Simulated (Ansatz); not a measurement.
# SiF (R-3m) in Ansatz: notebook

The runs below take SiF through relaxation of cell and atoms, with r2SCAN, r2SCAN+D3(BJ).

All numbers are computed with Ansatz 0.2.0; they aren't measurements. Logs are shortened: lines on timing, memory, paths and dates and some standing lists are left out, and cuts for length are marked.

## 1. The structure

Symmetry: R-3m, No. 166, trigonal system. Conventional cell: a = 2.677 Å, b = 2.677 Å, c = 11.695 Å, α = 90.00°, β = 90.00°, γ = 120.00°. Si (site symmetry -3m) is surrounded by 6 F at 2.49 Å and 6 Si at 2.68 Å. F (site symmetry -3m) is surrounded by 6 Si at 2.49 Å and 6 F at 2.68 Å.

The cell was built by a generator and needn't be a form met in nature.

## 2. Relaxation of cell and atoms, r2SCAN

Input file input.yaml:

```yaml
crystal:
  lattice:
    - [1.3386, 0.77284, 3.89831]
    - [-1.3386, 0.77284, 3.89831]
    - [0.0, -1.54568, 3.89831]
  atoms:
    - { symbol: Si, position: [0.5, 0.5, 0.5] }
    - { symbol: F, position: [0.0, 0.0, 0.0] }
hamiltonian:
  xc: r2scan
  pseudopotentials: { kind: paw }
kpoints:
  mp_grid: { grid: [12, 12, 12] }
scf:
  occupations: { method: fermi_dirac, width: 0.05 }
output:
  forces: true
  stress: true
  eigenvalues: true
relax:
  f_tol: 0.01
  max_steps: 40
  cell: { stress_tol: 0.05 }
```

Potentials or basis: Ansatz PAW.

Command:

```sh
$ ansatz run input.yaml --threads 2 --pin off --max-ram 5632MiB --backend cpu --events-out ev --progress --plain --runs-dir out
```

The log of the run:

```text
Warning: RAYON_NUM_THREADS=2 ignored (pool sized by the plan → 2); use --threads N
basis.fft_grid_basis auto: the FFT boxes are laid along the combinations [[1, 0, -1], [0, 1, -1], [0, 0, 1]] of the cell's own vectors, 2.677, 2.677 and 4.194 Å long. The dense box has 20×20×32 points. Along the cell's own vectors, as sized, it would have 32×32×32, 2.56 times as many. Of the 12 symmetry operations that the crystal satisfies within crystal.symmetry.tolerance (time reversal apart; of a slab, those that keep its plane) the dense box along the cell's own vectors carries 12, and the one as laid loses 8 of those. basis.fft_grid_basis: typed keeps the cell's own vectors: state it where this run's energies or levels are differenced outside the engine with another run's, or held beside a run that keeps those vectors.
Engine: ansatz 0.2.0, aarch64-unknown-linux-gnu
Pseudopotentials: kind: paw
Pseudopotential: Si, paw, valence charge 4, recommended cutoff 500 eV (meta_gga), Si.paw.azcp
Pseudopotential: F, paw, valence charge 7, recommended cutoff 500 eV (meta_gga), F.paw.azcp
Functional definition: r2SCAN
  parameter k0 = 0.174
  parameter k1 = 0.065
  parameter a1 = 4.9479
  exchange = r2scan_x(k0 = k0, k1 = k1, a1 = a1)
  correlation = r2scan_c
Crystal: 2 atoms, lattice volume = 24.197 Å³
Basis set: ecut = 500 eV, 621 PW (Γ), FFT grids on a1−a3, a2−a3, a3, exchange–correlation on 80×80×128 points (64 copies of the dense FFT grid, shifted against one another)
Bands: 10, of which v1, the nominal top of the filled ones, is band 6 counted from 1 (5 counted from 0)
Symmetry: 12 space group operations
Space group: R-3m (ITA 166), of the structure as read, at distance tolerance 2.9e-5 Å
k-points: 189 of 1728
Non-local potential: Si, projectors of the file, l = 0: 2, l = 1: 2, l = 2: 2
Non-local potential: F, projectors of the file, l = 0: 2, l = 1: 2, l = 2: 1
PAW form: soft (Blöchl's): semilocal exchange-correlation on the pseudo side does not see the compensation charge
PAW frozen core: Si, regenerated for the run's functional (the file was generated under x = pbe(κ = 0.804, μ = 0.2195149727645171), c = pbe(β = 0.06672455060314922))
PAW frozen core: F, regenerated for the run's functional (the file was generated under x = pbe(κ = 0.804, μ = 0.2195149727645171), c = pbe(β = 0.06672455060314922))
PAW one-centre angular grid: Si, 302 points (default); XC on 160 Gauss nodes
PAW one-centre angular grid: F, 302 points (default); XC on 160 Gauss nodes
Initial density: superposition of atomic densities (neutral atoms: chi_scale 0, normalization atom), corrected by the library's trained network
Initial wavefunctions: pseudopotential atomic-orbital guess
Functional: x = r2scan, c = r2scan; τ floored in thin density (d = 2e-4 eV/Å³)
SCF iter   1: F=—  HF=-1447.381473 eV  |F-HF|=—  |Δ(HF+E_count)|=         —  Δρ=1.45e-2  dr2=5.55e-2  dr2_τ=3.02e-2  ethr=1.77e-3  ⟨swp⟩=6.0  Hψ=13796  notcnv=0
preconditioner: auto → none  [metal: Δε(μ)=0.037 eV  Ē_g=13.279 eV  σ=0.050 eV  W_gap=0.18  n_scr=2 (ndim 8)  ℏωp=22.6 eV  f_vac=0.000  D(μ)=0.54/eV (n_scr^D=2)  sad-step TF]
SCF iter   2: F=—  HF=-1447.403952 eV  |F-HF|=—  |Δ(HF+E_count)|=   2.25e-2  Δρ=6.62e-3  dr2=9.86e-3  dr2_τ=6.70e-4  ethr=5.05e-4  ⟨swp⟩=3.0  Hψ=5201  notcnv=0  defer=61
SCF iter   3: F=—  HF=-1447.401745 eV  |F-HF|=—  |Δ(HF+E_count)|=   2.21e-3  Δρ=1.92e-3  dr2=6.37e-4  dr2_τ=6.65e-5  ethr=8.97e-5  ⟨swp⟩=2.1  Hψ=2808  notcnv=0  defer=61
SCF iter   4: F=—  HF=-1447.401679 eV  |F-HF|=—  |Δ(HF+E_count)|=   6.67e-5  Δρ=2.43e-4  dr2=1.17e-5  dr2_τ=6.30e-7  ethr=5.79e-6  ⟨swp⟩=2.4  Hψ=2469  notcnv=0  defer=61
SCF iter   5: F=—  HF=-1447.401682 eV  |F-HF|=—  |Δ(HF+E_count)|=   2.84e-6  Δρ=5.92e-5  dr2=6.55e-7  dr2_τ=4.73e-8  ethr=1.07e-7  ⟨swp⟩=2.1  Hψ=2614  notcnv=0  defer=61
SCF iter   6: F=-1447.401682 eV  HF=-1447.401682 eV  |F-HF|=4.56e-9  |Δ(HF+E_count)|=   1.09e-7  Δρ=8.56e-6  dr2=1.18e-8  dr2_τ=1.40e-9  ethr=9.09e-10  ⟨swp⟩=7.1  Hψ=9749  notcnv=0
SCF 1 converged in 6 iterations: F = -1447.401682 eV  dr2 = 1.18e-8
relax step   1: F+E_penalty+E_count = -1447.40168165 eV  Δ(F+E_penalty+E_count) = +0.000e0 eV  max|allowed force component| = 2.293e-30 eV/Å  Δτ_max = 0.0000 Å  P = -2.241 GPa  Ω = 24.197 Å³  (6 SCF iters, dr2 threshold 1.00e-7 eV, accepted)
Crystal: 2 atoms, lattice volume = 23.730 Å³
Basis set: ecut = 500 eV, 585 PW (Γ), FFT grids on a1−a3, a2−a3, a3, exchange–correlation on 80×80×128 points (64 copies of the dense FFT grid, shifted against one another)
Initial density: handed on by an earlier stage of this run
Initial wavefunctions: those handed on with the density
iter 1 solved again at ethr=2.73e-5 eV; its pass at ethr=3.10e-3 eV (dr2=3.00e-3 eV) is discarded
SCF iter   1: F=—  HF=-1447.407986 eV  |F-HF|=—  |Δ(HF+E_count)|=         —  Δρ=3.38e-3  dr2=2.71e-3  dr2_τ=3.86e-3  ethr=2.73e-5  ⟨swp⟩=1.0  Hψ=15949  notcnv=0
preconditioner: auto → none  [metal: Δε(μ)=0.021 eV  Ē_g=13.155 eV  σ=0.050 eV  W_gap=0.10  n_scr=2 (ndim 8)  ℏωp=22.9 eV  f_vac=0.000  D(μ)=0.41/eV (n_scr^D=2)]
SCF iter   2: F=—  HF=-1447.411453 eV  |F-HF|=—  |Δ(HF+E_count)|=   3.47e-3  Δρ=2.55e-3  dr2=1.03e-3  dr2_τ=8.12e-5  ethr=2.46e-5  ⟨swp⟩=2.1  Hψ=3667  notcnv=0
SCF iter   3: F=—  HF=-1447.411281 eV  |F-HF|=—  |Δ(HF+E_count)|=   1.72e-4  Δρ=1.07e-3  dr2=1.95e-4  dr2_τ=1.48e-5  ethr=9.33e-6  ⟨swp⟩=2.4  Hψ=2797  notcnv=0
SCF iter   4: F=—  HF=-1447.411265 eV  |F-HF|=—  |Δ(HF+E_count)|=   1.57e-5  Δρ=3.93e-4  dr2=2.79e-5  dr2_τ=1.31e-6  ethr=1.77e-6  ⟨swp⟩=1.0  Hψ=1891  notcnv=0
SCF iter   5: F=—  HF=-1447.411263 eV  |F-HF|=—  |Δ(HF+E_count)|=   2.37e-6  Δρ=7.27e-5  dr2=9.87e-7  dr2_τ=5.46e-8  ethr=2.53e-7  ⟨swp⟩=1.6  Hψ=2278  notcnv=0
[... 25 lines left out ...]
SCF iter   1: F=—  HF=-1447.412903 eV  |F-HF|=—  |Δ(HF+E_count)|=         —  Δρ=1.60e-4  dr2=7.16e-7  dr2_τ=1.90e-6  ethr=2.04e-7  ⟨swp⟩=2.6  Hψ=18712  notcnv=0
preconditioner: auto → none  [metal: Δε(μ)=0.021 eV  Ē_g=13.329 eV  σ=0.050 eV  W_gap=0.10  n_scr=2 (ndim 8)  ℏωp=23.1 eV  f_vac=0.000  D(μ)=0.39/eV (n_scr^D=2)]
SCF iter   2: F=—  HF=-1447.412904 eV  |F-HF|=—  |Δ(HF+E_count)|=   6.39e-7  Δρ=7.53e-5  dr2=2.55e-7  dr2_τ=2.35e-7  ethr=6.51e-9  ⟨swp⟩=2.1  Hψ=2780  notcnv=0
SCF iter   3: F=—  HF=-1447.412904 eV  |F-HF|=—  |Δ(HF+E_count)|=   2.09e-7  Δρ=3.98e-5  dr2=9.52e-8  dr2_τ=5.31e-8  ethr=2.31e-9  ⟨swp⟩=2.3  Hψ=2785  notcnv=0
SCF iter   4: F=—  HF=-1447.412904 eV  |F-HF|=—  |Δ(HF+E_count)|=   3.34e-8  Δρ=3.02e-6  dr2=5.30e-10  dr2_τ=5.06e-10  ethr=8.65e-10  ⟨swp⟩=2.7  Hψ=2879  notcnv=0
SCF iter   5: F=—  HF=-1447.412904 eV  |F-HF|=—  |Δ(HF+E_count)|=   1.10e-9  Δρ=5.87e-7  dr2=4.54e-11  dr2_τ=4.86e-12  ethr=4.82e-12  ⟨swp⟩=2.0  Hψ=2934  notcnv=0
SCF iter   6: F=-1447.412904 eV  HF=-1447.412904 eV  |F-HF|=1.14e-12  |Δ(HF+E_count)|=  2.27e-12  Δρ=5.40e-8  dr2=3.15e-13  dr2_τ=2.28e-14  ethr=1.00e-12  ⟨swp⟩=5.5  Hψ=6997  notcnv=0
SCF 5 converged in 6 iterations: F = -1447.412904 eV  dr2 = 3.15e-13
relax step   5: F+E_penalty+E_count = -1447.41290398 eV  Δ(F+E_penalty+E_count) = +5.395e-4 eV  max|allowed force component| = 7.626e-30 eV/Å  Δτ_max = 0.0000 Å  P = +0.017 GPa  Ω = 23.344 Å³  stress off target by 5.44e-2 GPa  SCF on the basis re-selected at this cell (its energy is not comparable with the rows above)  (6 SCF iters)
basis re-selected at this cell: Δ(F+E_penalty+E_count) = +5.395e-4 eV, ΔP = +0.022 GPa vs the last step (what re-selecting the basis moved, of the pressure what is left beyond the Pulay correction that the steps carried, after the strain that the cell walked since its last selection, with what the two solves' SCF thresholds leave and, on support functions, any second-order correction that the steps lacked; it is no measure of the basis error at this ecutwfc). This SCF's stress stands 5.44e-2 GPa from its target on what of the cell is left free (relax.cell.stress_tol is 5.00e-2 GPa) and its largest allowed force component is 7.63e-30 eV/Å (relax.f_tol is 1.00e-2 eV/Å): not within both, so this SCF does not close the relaxation
Crystal: 2 atoms, lattice volume = 23.347 Å³
iter 1 solved again at ethr=1.53e-9 eV; its pass at ethr=3.10e-3 eV (dr2=1.69e-7 eV) is discarded
SCF iter   1: F=—  HF=-1447.412902 eV  |F-HF|=—  |Δ(HF+E_count)|=         —  Δρ=1.96e-5  dr2=1.80e-7  dr2_τ=1.56e-7  ethr=1.53e-9  ⟨swp⟩=2.2  Hψ=14815  notcnv=0
preconditioner: auto → none  [metal: Δε(μ)=0.021 eV  Ē_g=13.328 eV  σ=0.050 eV  W_gap=0.11  n_scr=2 (ndim 8)  ℏωp=23.1 eV  f_vac=0.000  D(μ)=0.39/eV (n_scr^D=2)]
SCF iter   2: F=—  HF=-1447.412902 eV  |F-HF|=—  |Δ(HF+E_count)|=   1.87e-7  Δρ=2.66e-5  dr2=9.17e-8  dr2_τ=9.72e-9  ethr=1.53e-9  ⟨swp⟩=2.2  Hψ=2907  notcnv=0
SCF iter   3: F=-1447.412902 eV  HF=-1447.412902 eV  |F-HF|=6.44e-10  |Δ(HF+E_count)|=   2.07e-8  Δρ=6.32e-6  dr2=5.17e-9  dr2_τ=5.77e-10  ethr=6.73e-11  ⟨swp⟩=3.1  Hψ=7407  notcnv=0
SCF 6 converged in 3 iterations: F = -1447.412902 eV  dr2 = 5.17e-9
relax step   6: F+E_penalty+E_count = -1447.41290196 eV  Δ(F+E_penalty+E_count) = +2.017e-6 eV  max|allowed force component| = 3.155e-30 eV/Å  Δτ_max = 0.0000 Å  P = +0.001 GPa  Ω = 23.347 Å³  energy of the carried Pulay correction = -2.542e-6 eV  (3 SCF iters, dr2 threshold 7.40e-9 eV, accepted)
iter 1 solved again at ethr=1.73e-7 eV; its pass at ethr=3.10e-3 eV (dr2=1.90e-5 eV) is discarded
SCF iter   1: F=—  HF=-1447.412901 eV  |F-HF|=—  |Δ(HF+E_count)|=         —  Δρ=6.24e-6  dr2=5.45e-9  dr2_τ=5.36e-10  ethr=1.73e-7  ⟨swp⟩=2.6  Hψ=18705  notcnv=0
eigensolver tolerance schedule: the retry pair's looser diagonalisation over-reported the residual by 3486.86 of it (diagonalisation noise at 0.24 of the residual, at the tolerance the schedule requests for it); recorded, not acted on — ethr = c·dr2/N_el stays at c = 1.0e-1
SCF iter   2: F=—  HF=-1447.412903 eV  |F-HF|=—  |Δ(HF+E_count)|=   1.42e-6  Δρ=3.83e-6  dr2=1.19e-9  dr2_τ=1.55e-10  ethr=4.95e-11  ⟨swp⟩=2.3  Hψ=3026  notcnv=0
SCF iter   3: F=—  HF=-1447.412903 eV  |F-HF|=—  |Δ(HF+E_count)|=  5.53e-10  Δρ=2.37e-6  dr2=8.24e-10  dr2_τ=8.51e-11  ethr=1.08e-11  ⟨swp⟩=2.0  Hψ=2910  notcnv=0
SCF iter   4: F=-1447.412903 eV  HF=-1447.412903 eV  |F-HF|=1.84e-11  |Δ(HF+E_count)|=  1.64e-10  Δρ=5.33e-7  dr2=1.65e-11  dr2_τ=4.21e-12  ethr=1.00e-12  ⟨swp⟩=4.6  Hψ=8891  notcnv=0
SCF 7 converged in 4 iterations: F = -1447.412903 eV  dr2 = 1.65e-11
relax step   7: F+E_penalty+E_count = -1447.41290271 eV  Δ(F+E_penalty+E_count) = -7.485e-7 eV  max|allowed force component| = 2.104e-30 eV/Å  Δτ_max = 0.0000 Å  P = +0.000 GPa  Ω = 23.347 Å³  stress off target by 4.17e-4 GPa  SCF on the basis re-selected at this cell (its energy is not comparable with the rows above)  (4 SCF iters)
basis re-selected at this cell: Δ(F+E_penalty+E_count) = -7.485e-7 eV, ΔP = -0.001 GPa vs the last step (what re-selecting the basis moved, of the pressure what is left beyond the Pulay correction that the steps carried, after the strain that the cell walked since its last selection, with what the two solves' SCF thresholds leave and, on support functions, any second-order correction that the steps lacked; it is no measure of the basis error at this ecutwfc). This SCF's stress stands 4.17e-4 GPa from its target on what of the cell is left free (relax.cell.stress_tol is 5.00e-2 GPa) and its largest allowed force component is 2.10e-30 eV/Å (relax.f_tol is 1.00e-2 eV/Å): within both
SCF converged after 4 iterations
Free energy (F): -1447.412903 eV
Harris-Foulkes:  -1447.412903 eV  (|F-HF|=1.84e-11)
Internal energy: -1447.409649 eV  (E = F + TS)
E sigma→0 (E₀):  -1447.411276 eV
Entropy (-TS):   -0.003254 eV (-1.627 meV/atom)
Fermi energy:    8.521154 eV
--- Per-component energies (eV) ---
  E_band       = -8.374155
  E_kinetic    = 246.839699
  E_local      = -608.027680  (includes V_loc(G=0)·N_el)
  E_nonlocal   = 97.252121
  E_hartree    = 240.470163
  E_xc         = -130.400213
  E_vxc        = -165.528894  (∫ρ·V_xc dr)
  E_paw        = -721.056053  (= ΣΔE_a)
  E_vpaw       = -70.269967  (= ΣTr[D̂ρ^β])
  E_aug_tail   = 0.000985  (compensation charges beyond the density's cutoff)
  E_vtau       = 10.419236  (kinetic-family band-sum trace: ∫τ·v_τ [+ j·A + Jᵃ·Aᵃ] dr)
  E_ewald      = -572.380846
  E_core_change = -0.107825  (= ΣΔE_core)
  E_smearing   = -0.003254  (= −TS)
  E_closure    = -0.000000  (closes the sum)
  Σ components = -1447.412903   (vs F -1447.412903, Δ=0.00e0)
--- Forces (eV/Å), atoms counted from 1 ---
  atom   1  Si     0.00000000     0.00000000     0.00000000
  atom   2  F      0.00000000     0.00000000     0.00000000
  max |Σ_I F_I| component: 4.21e-30 eV/Å
--- Stress (GPa, compression-positive) ---
       -0.000128      -0.000000       0.000000
       -0.000000      -0.000128      -0.000000
        0.000000      -0.000000       0.000417
  P = ⅓ Tr σ = 0.0001 GPa (0.001 kbar)
--- Band table (eV; the first three rows and the last of 189) ---
  k-point 0: bands = ["-17.1972", "-3.3120", "0.5576", "4.7308", "4.7308", "11.9338", "16.9181", "20.9657", "20.9657", "22.1823"]
  k-point 1: bands = ["-17.1432", "-3.1648", "0.6942", "4.5132", "4.6861", "11.8846", "16.9645", "19.0508", "19.5962", "22.5237"]
  k-point 2: bands = ["-16.9928", "-2.7281", "1.0756", "3.9637", "4.5660", "11.7275", "15.2422", "18.0803", "18.2359", "22.1608"]
  k-point 188: bands = ["-17.1037", "-4.9637", "4.7163", "4.7163", "4.7438", "7.7444", "20.5835", "20.5835", "21.4013", "22.5942"]
--- Relaxed structure (5 steps of the walk, 5 accepted, 2 SCFs on fresh bases) ---
  F+E_penalty+E_count = -1447.41290271 eV   max|allowed force component| = 2.104e-30 eV/Å   (the final SCF, on the basis selected at the relaxed cell)
  cell:  # Å, volume = 23.3466 Å³
    - [1.3132888955995223, 0.7582276973981307, 3.9076271092339057]
    - [-1.3132888955995223, 0.7582276973981307, 3.9076271092339057]
    - [-4.2189932602923104e-33, -1.516455394796261, 3.9076271092339057]
  atoms:
    - { symbol: Si, position: [0.5, 0.5, 0.5000000000000001] }
    - { symbol: F, position: [2.944199508348128e-35, -1.6830796304072916e-35, 1.1335056062638725e-35] }
```

It took 22 s on 2 threads of Arm Neoverse V2, shared host; peak memory 0.41 GiB.

What came out:

- Free energy: -1447.4129 eV
- Relaxed volume: 11.67 Å³/atom
- Relaxed cell: a = 4.192 Å, b = 4.192 Å, c = 4.192 Å, α = 36.52°, β = 36.52°, γ = 36.52°
- Space group after relaxing (to 0.05 Å): R-3m (No. 166)
- Energy gained by relaxing: 5.6 meV/atom
- Ionic steps: 7
- Pressure after relaxing: 0.0 GPa
- Band gap on the k mesh: none (metal or under the smearing width)

The path:
```tsv
step	energy change (eV)	largest force (eV/Å)	volume (Å³)
1	0.0000	0.0000	24.20
2	-0.0096	0.0000	23.73
3	-0.0117	0.0000	23.27
4	-0.0118	0.0000	23.34
5	-0.0112	0.0000	23.34
6	-0.0112	0.0000	23.35
7	-0.0112	0.0000	23.35
```

Final structure:
```yaml
crystal:
  lattice:
    - [1.31329, 0.75823, 3.90763]
    - [-1.31329, 0.75823, 3.90763]
    - [0.00000, -1.51646, 3.90763]
  atoms:
    - { symbol: Si, position: [0.50000, 0.50000, 0.50000] }
    - { symbol: F, position: [0.00000, 0.00000, 0.00000] }
```

Levels at points of the mesh, in eV from the Fermi level:
| k point | band 1 | band 2 | band 3 | band 4 | band 5 | band 6 | band 7 | band 8 | band 9 | band 10 |
| --- | --- | --- | --- | --- | --- | --- | --- | --- | --- | --- |
| (0.00, 0.00, 0.00) | -25.72 | -11.83 | -7.96 | -3.79 | -3.79 | 3.41 | 8.40 | 12.44 | 12.44 | 13.66 |
| (0.00, 0.00, -0.50) | -24.85 | -8.51 | -6.33 | -5.22 | -4.42 | -2.26 | 3.29 | 6.78 | 8.96 | 10.55 |
| (0.00, -0.50, -0.50) | -24.84 | -8.21 | -7.17 | -5.14 | -4.49 | -2.07 | 5.77 | 6.98 | 7.34 | 8.85 |
| (-0.50, -0.50, -0.50) | -25.62 | -13.48 | -3.80 | -3.80 | -3.78 | -0.78 | 12.06 | 12.06 | 12.88 | 14.07 |

Caveat: the plane-wave basis is chosen anew once the cell has moved, so the energies of steps on either side of that aren't comparable; an odd number of electrons without spin polarisation forces a metal; a magnetic or distorted state may lie lower; the PAW data sets come from PBE, with cores solved anew for the run's functional, which leaves a small shift of forces and pressure.

## 3. Relaxation of cell and atoms, r2SCAN+D3(BJ)

Changes to input.yaml since step 2:

```diff
@@ -11,2 +11,3 @@
   pseudopotentials: { kind: paw }
+  dispersion: d3bj
 kpoints:
```

Potentials or basis: Ansatz PAW.

Command:

```sh
$ ansatz run input.yaml --threads 2 --pin off --max-ram 5632MiB --backend cpu --events-out ev --progress --plain --runs-dir out
```

It took 21 s on 2 threads of Arm Neoverse V2, shared host; peak memory 0.41 GiB.

It converged, with:

```yaml
Free_energy: -1447.6133 eV
Relaxed_volume: 11.50 Å³/atom
Relaxed_cell: a = 4.177 Å, b = 4.177 Å, c = 4.177 Å, α = 36.42°, β = 36.42°, γ = 36.42°
Space_group_after_relaxing_to_0.05_Å: R-3m (No. 166)
Energy_gained_by_relaxing: 9.9 meV/atom
Ionic_steps: 5
Pressure_after_relaxing: 0.0 GPa
Band_gap_on_the_k_mesh: none (metal or under the smearing width)
```

Step by step:
```tsv
step	energy change (eV)	largest force (eV/Å)	volume (Å³)
1	0.0000	0.0000	24.20
2	-0.0172	0.0000	23.49
3	-0.0206	0.0000	23.02
4	-0.0206	0.0000	23.00
5	-0.0198	0.0000	23.00
```

Final structure:
```
Si F
1.0
     1.30542    0.75368    3.89544
    -1.30542    0.75368    3.89544
     0.00000   -1.50737    3.89544
Si F
1 1
Direct
  0.50000 0.50000 0.50000
  0.00000 0.00000 0.00000
```

Levels at points of the mesh, in eV from the Fermi level:
```tsv
k point	band 1	band 2	band 3	band 4	band 5	band 6	band 7	band 8	band 9	band 10
(0.00, 0.00, 0.00)	-25.84	-11.94	-8.11	-3.84	-3.84	3.43	8.43	12.69	12.69	13.74
(0.00, 0.00, -0.50)	-24.94	-8.62	-6.43	-5.31	-4.49	-2.25	3.31	6.90	9.00	10.58
(0.00, -0.50, -0.50)	-24.92	-8.34	-7.30	-5.14	-4.55	-2.12	5.84	6.96	7.47	8.86
(-0.50, -0.50, -0.50)	-25.75	-13.64	-3.85	-3.85	-3.84	-0.80	12.30	12.30	12.94	14.16
```

Caveat: the plane-wave basis is chosen anew once the cell has moved, so the energies of steps on either side of that aren't comparable; an odd number of electrons without spin polarisation forces a metal; a magnetic or distorted state may lie lower; pairwise dispersion overbinds metals, which lowers pressure and volume; the PAW data sets come from PBE, with cores solved anew for the run's functional, which leaves a small shift of forces and pressure; the dispersion damping was fitted for another functional or another form of the correction.
